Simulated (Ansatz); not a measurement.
Here is an Ansatz input file for LiMg, space group P-3m1. Write the same calculation for the Python package.

```yaml
crystal:
  lattice:
    - [3.13622, 0.0, 0.0]
    - [-1.56811, 2.716046, 0.0]
    - [0.0, 0.0, 10.117225]
  atoms:
    - { symbol: Li, position: [0.666667, 0.333333, 0.624386] }
    - { symbol: Li, position: [0.333333, 0.666667, 0.375614] }
    - { symbol: Mg, position: [0.333333, 0.666667, 0.870779] }
    - { symbol: Mg, position: [0.666667, 0.333333, 0.129221] }
kpoints:
  mp_grid:
    grid: [8, 8, 3]
hamiltonian:
  xc: r2scan
scf:
  occupations:
    method: fermi_dirac
    width: 0.1
output:
  forces: true
  stress: true
```

`limg.py`:
```python
"""Single point of LiMg through the engine session."""

import logging
import sys

import ansatz as az
import numpy as np

logging.basicConfig(stream=sys.stdout, format="%(name)s: %(message)s")
logger = logging.getLogger("ansatz_job")
logger.setLevel(logging.INFO)

deck = {
    "crystal": {
        "lattice": [[3.13622, 0.0, 0.0], [-1.56811, 2.716046, 0.0], [0.0, 0.0, 10.117225]],
        "atoms": [
            {"symbol": "Li", "position": [0.666667, 0.333333, 0.624386]},
            {"symbol": "Li", "position": [0.333333, 0.666667, 0.375614]},
            {"symbol": "Mg", "position": [0.333333, 0.666667, 0.870779]},
            {"symbol": "Mg", "position": [0.666667, 0.333333, 0.129221]},
        ],
    },
    "kpoints": {"mp_grid": {"grid": [8, 8, 3]}},
    "hamiltonian": {"xc": "r2scan"},
    "scf": {"occupations": {"method": "fermi_dirac", "width": 0.1}},
    "output": {"forces": True, "stress": True},
}

planned = az.Session.from_dict(deck).plan(threads=1, pin="off")
done = planned.execute()
data = done.report

logger.info("%-22s %14.5f eV" % ("F = E - TS", data["free_energy_ev"]))
logger.info("%-22s %14.5f eV" % ("E", data["internal_energy_ev"]))
logger.info("%-22s %14.5f eV" % ("Harris-Foulkes", data["harris_foulkes_ev"]))
logger.info("%-22s %14.5f eV" % ("Fermi level", data["fermi_energy_ev"]))

# forces in eV per angstrom
forces = np.array(data["forces_ev_ang"])
norms = np.linalg.norm(forces, axis=1)
logger.info("largest force {:.4f} eV/A on atom {}".format(norms.max(), norms.argmax()))
print(np.array2string(forces, precision=4, suppress_small=True))

logger.info("energy terms (eV)")
for term, value in data["components"].items():
    if abs(value) > 1e-9:
        logger.info(f"  {term:26s} {value:16.5f}")
```

```console
$ python limg.py
DeckWarning: the atoms were moved onto the symmetric positions of the space group found under crystal.symmetry.tolerance 1.0e-5 (fractional; no operation is sought that the atoms, as they stand in a round, miss by more than twice it, and no atom is moved by as much as it), and the run uses the moved positions. Before a round's move an operation carried an atom to 3.14e-6 Å from where it should land, the largest such distance. Atom 0 (counting from 0) moved farthest, by 1.81e-6 Å; the longest [...]
DeckWarning: basis.ecutwfc = 500 eV, auto-derived from the records' recommended cutoffs: set by Li (their level for a meta-GGA)
ansatz_job: F = E - TS                -4263.17659 eV
ansatz_job: E                         -4263.12460 eV
ansatz_job: Harris-Foulkes            -4263.17659 eV
ansatz_job: Fermi level                   3.43155 eV
ansatz_job: largest force 0.0601 eV/A on atom 3
[[-0.     -0.     -0.0086]
 [ 0.      0.      0.0086]
 [ 0.     -0.      0.0601]
 [ 0.      0.     -0.0601]]
ansatz_job: energy terms (eV)
ansatz_job:   e_band                           -959.54321
ansatz_job:   e_kinetic                         191.09337
ansatz_job:   e_local                         -4461.61984
ansatz_job:   e_nonlocal                        125.20760
ansatz_job:   e_hartree                        1700.78662
ansatz_job:   e_xc                              -72.09044
ansatz_job:   e_vxc                            -104.18001
ansatz_job:   e_paw                            -636.10841
ansatz_job:   e_vpaw                           -118.30187
ansatz_job:   e_augmentation_tail                -0.00021
ansatz_job:   e_vtau                              6.68712
ansatz_job:   e_ewald                         -1110.34088
ansatz_job:   e_core_change                      -0.05242
ansatz_job:   e_smearing                         -0.05199
```
(Warnings from the package without file and line, shortened, repeats left out.)

Total energies depend on the potentials; only differences at equal settings carry meaning. A total without «per atom» is that of the cell as typed. The energy terms are those on the plane-wave grid, with the one-centre PAW part apart; e_band, e_vxc and e_vpaw aren't summands of the total. The mesh is modest for a metal, so energies can be off by several to tens of meV an atom and pressures by half a GPa or more; differences at equal mesh fare better. The zero of the levels is a convention of the potentials, so an absolute Fermi energy is no work function. This cell is a computed structure, which may not be the phase found in nature. Gaps and levels are Kohn-Sham values on a finite set of k-points. Hardware and time: 4.6 s on 1 thread of Arm Neoverse V2, with other jobs on the host, peak memory 0.57 GiB.

(Lines on the test bed's own set-up are left out of the output.)
